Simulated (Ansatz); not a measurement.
**CH3F on TiB2 (100)**

This session takes TiB2 and sets out to adsorb CH3F from several starts and take the binding apart.

Method: DFT PBE, scalar-relativistic, plane waves, PAW, in Ansatz 0.2.0.

2 further runs of the same task are left out: 2 set aside as unsound or not needed.

## (1) The starting structure

The structure is orthorhombic, space group Pmm2 (No. 25). Conventional cell: a = 3.032 Å, b = 3.224 Å, c = 23.002 Å, α = 90.00°, β = 90.00°, γ = 90.00°. B (site symmetry mm2) has 1 B at 1.75 Å and 4 Ti at 2.38 Å as nearest neighbours. Ti (site symmetry mm2) has 10 B at 2.38 Å as nearest neighbours. B (site symmetry mm2) has 3 B at 1.75 Å and 6 Ti at 2.38 to 2.39 Å as nearest neighbours. B (site symmetry mm2) has 3 B at 1.75 to 1.76 Å and 6 Ti at 2.38 Å as nearest neighbours. Ti (site symmetry mm2) has 12 B at 2.38 to 2.39 Å as nearest neighbours. B (site symmetry mm2) has 3 B at 1.75 to 1.76 Å and 6 Ti at 2.38 to 2.44 Å as nearest neighbours. B (site symmetry mm2) has 3 B at 1.68 to 1.75 Å and 6 Ti at 2.38 to 2.41 Å as nearest neighbours. Ti (site symmetry mm2) is surrounded by 10 B at 2.33 to 2.44 Å. Only part of the 9 independent sites is listed.

Coordinates:

```cif
data_structure
_symmetry_space_group_name_H-M 'P 1'
_symmetry_Int_Tables_number 1
_cell_length_a 6.0636
_cell_length_b 6.4485
_cell_length_c 23.0017
_cell_angle_alpha 90.000
_cell_angle_beta 90.000
_cell_angle_gamma 90.000
_cell_volume 899.39
loop_
_atom_site_label
_atom_site_type_symbol
_atom_site_fract_x
_atom_site_fract_y
_atom_site_fract_z
_atom_site_occupancy
B1 B 0.50000 0.25000 0.34780 1
B2 B 0.50000 0.75000 0.34780 1
B3 B 0.00000 0.25000 0.34780 1
B4 B 0.00000 0.75000 0.34780 1
Ti1 Ti 0.25000 0.00000 0.38585 1
Ti2 Ti 0.25000 0.50000 0.38585 1
Ti3 Ti 0.75000 0.00000 0.38585 1
Ti4 Ti 0.75000 0.50000 0.38585 1
B5 B 0.50000 0.25000 0.42390 1
B6 B 0.50000 0.75000 0.42390 1
B7 B 0.00000 0.25000 0.42390 1
B8 B 0.00000 0.75000 0.42390 1
B9 B 0.75000 0.25000 0.46195 1
B10 B 0.75000 0.75000 0.46195 1
B11 B 0.25000 0.25000 0.46195 1
B12 B 0.25000 0.75000 0.46195 1
Ti5 Ti 0.50000 0.00000 0.50044 1
Ti6 Ti 0.50000 0.50000 0.50044 1
Ti7 Ti 0.00000 0.00000 0.50044 1
Ti8 Ti 0.00000 0.50000 0.50044 1
B13 B 0.75000 0.25000 0.53858 1
B14 B 0.75000 0.75000 0.53858 1
B15 B 0.25000 0.25000 0.53858 1
B16 B 0.25000 0.75000 0.53858 1
B17 B 0.00000 0.25000 0.57631 1
B18 B 0.00000 0.75000 0.57631 1
B19 B 0.50000 0.25000 0.57631 1
B20 B 0.50000 0.75000 0.57631 1
Ti9 Ti 0.75000 0.00000 0.61808 1
Ti10 Ti 0.75000 0.50000 0.61808 1
Ti11 Ti 0.25000 0.00000 0.61808 1
Ti12 Ti 0.25000 0.50000 0.61808 1
B21 B 0.00000 0.25000 0.64950 1
B22 B 0.00000 0.75000 0.64950 1
B23 B 0.50000 0.25000 0.64950 1
B24 B 0.50000 0.75000 0.64950 1
```

Miller indices refer to the conventional cell of the relaxed bulk, P6/mmm (No. 191): a = 3.032 Å, b = 3.032 Å, c = 3.224 Å, α = 90.00°, β = 90.00°, γ = 120.00°.

It is a (100) slab, 7.0 Å thick as cut, with 16 Å of vacuum, in a 2×2 surface cell; its outer planes are B (top) and B (bottom). An earlier relaxation, lower half held, gave -33752.7740 eV, work function 5.57 eV (top face), 5.62 eV (bottom face), dipole along +c 0.009 e·Å per cell.

## (2) CH3F, upright, over a hollow (nearest Ti) site

Contents of input.yaml:

```yaml
crystal:
  lattice:
    - [6.0636097067, 0.0, 0.0]
    - [0.0, 6.4484590508, 0.0]
    - [0.0, 0.0, 26.7529533929]
  atoms:
    - { symbol: B, position: [0.5, 0.25, 0.2990324052] }
    - { symbol: B, position: [0.5, 0.75, 0.2990324052] }
    - { symbol: B, position: [0.0, 0.25, 0.2990324052] }
    - { symbol: B, position: [0.0, 0.75, 0.2990324052] }
    - { symbol: Ti, position: [0.25, 0.0, 0.3317467998] }
    - { symbol: Ti, position: [0.25, 0.5, 0.3317467998] }
    - { symbol: Ti, position: [0.75, 0.0, 0.3317467998] }
    - { symbol: Ti, position: [0.75, 0.5, 0.3317467998] }
    - { symbol: B, position: [0.5, 0.25, 0.3644611945] }
    - { symbol: B, position: [0.5, 0.75, 0.3644611945] }
    - { symbol: B, position: [0.0, 0.25, 0.3644611945] }
    - { symbol: B, position: [0.0, 0.75, 0.3644611945] }
    - { symbol: B, position: [0.75, 0.25, 0.3971755891] }
    - { symbol: B, position: [0.75, 0.75, 0.3971755891] }
    - { symbol: B, position: [0.25, 0.25, 0.3971755891] }
    - { symbol: B, position: [0.25, 0.75, 0.3971755891] }
    - { symbol: Ti, position: [0.5, 0.0, 0.4302675285] }
    - { symbol: Ti, position: [0.5, 0.5, 0.4302675285] }
    - { symbol: Ti, position: [0.0, 0.0, 0.4302675285] }
    - { symbol: Ti, position: [0.0, 0.5, 0.4302675285] }
    - { symbol: B, position: [0.75, 0.25, 0.4630594825] }
    - { symbol: B, position: [0.75, 0.75, 0.4630594825] }
    - { symbol: B, position: [0.25, 0.25, 0.4630594825] }
    - { symbol: B, position: [0.25, 0.75, 0.4630594825] }
    - { symbol: B, position: [0.0, 0.25, 0.4955037716] }
    - { symbol: B, position: [0.0, 0.75, 0.4955037716] }
    - { symbol: B, position: [0.5, 0.25, 0.4955037716] }
    - { symbol: B, position: [0.5, 0.75, 0.4955037716] }
    - { symbol: Ti, position: [0.75, 0.0, 0.5314100817] }
    - { symbol: Ti, position: [0.75, 0.5, 0.5314100817] }
    - { symbol: Ti, position: [0.25, 0.0, 0.5314100817] }
    - { symbol: Ti, position: [0.25, 0.5, 0.5314100817] }
    - { symbol: B, position: [0.0, 0.25, 0.5584258086] }
    - { symbol: B, position: [0.0, 0.75, 0.5584258086] }
    - { symbol: B, position: [0.5, 0.25, 0.5584258086] }
    - { symbol: B, position: [0.5, 0.75, 0.5584258086] }
    - { symbol: C, position: [0.75, 0.8333333333, 0.6769734677] }
    - { symbol: F, position: [0.75, 0.8333333333, 0.6253343092] }
    - { symbol: H, position: [0.6284458045, 0.7182378637, 0.6907962407] }
    - { symbol: H, position: [0.9167820297, 0.7919036517, 0.6907962407] }
    - { symbol: H, position: [0.7047721658, 0.9898584846, 0.6907962407] }
basis:
  ecutwfc: 420
kpoints:
  mp_grid: { grid: [3, 3, 1] }
hamiltonian:
  xc: pbe
scf:
  occupations: { method: gaussian, width: 0.1 }
output:
  forces: true
  eigenvalues: true
  write_density: true
  write_potential: true
  elf: true
  volumetric_format: npy
relax:
  adjacent_minimum: "off"
  f_tol: 0.04
  max_steps: 100
  constraints: [{ sites: [0, 1, 2, 3, 4, 5, 6, 7, 8, 9, 10, 11, 12, 13, 14, 15] }]
efield:
  axis: 3
  dipole_correction: true
  ramp_width: 0.04
```

The run is started by

```console
$ ansatz run input.yaml --threads 4 --pin off --max-ram 12288MiB --backend cpu --events-out ev --progress --plain --runs-dir out
```

The session goes on with these runs: CH3F, inverted, over a top (B) site; the lowest end once more, with its density; the slab alone, frozen as in the lowest end; the molecules alone, frozen as adsorbed.

Before running it: what results should come out? Wanted: CH3F: lowest end; interaction of the frozen parts; electrons moved above the midplane.

**Answer**, as computed:

```
                                    quantity                                             value
                            CH3F: lowest end  E_ads -0.04 eV, upright start over hollow Ti-B-B
             interaction of the frozen parts                                   -0.02 eV a cell
                  cost of deforming the slab                                           0.00 eV
cost of deforming and crowding the molecules                                          -0.02 eV
          electrons moved above the midplane                                             0.000
```

CH3F binds with 0.04 eV a molecule at best, which is physisorption. The functional lacks dispersion, so weak binding is too weak here. In all 0.02 electrons are rearranged, and 0.00 cross the midplane towards the molecule. The final runs have no spin polarisation, so no magnetic state was tried and one may lie lower.
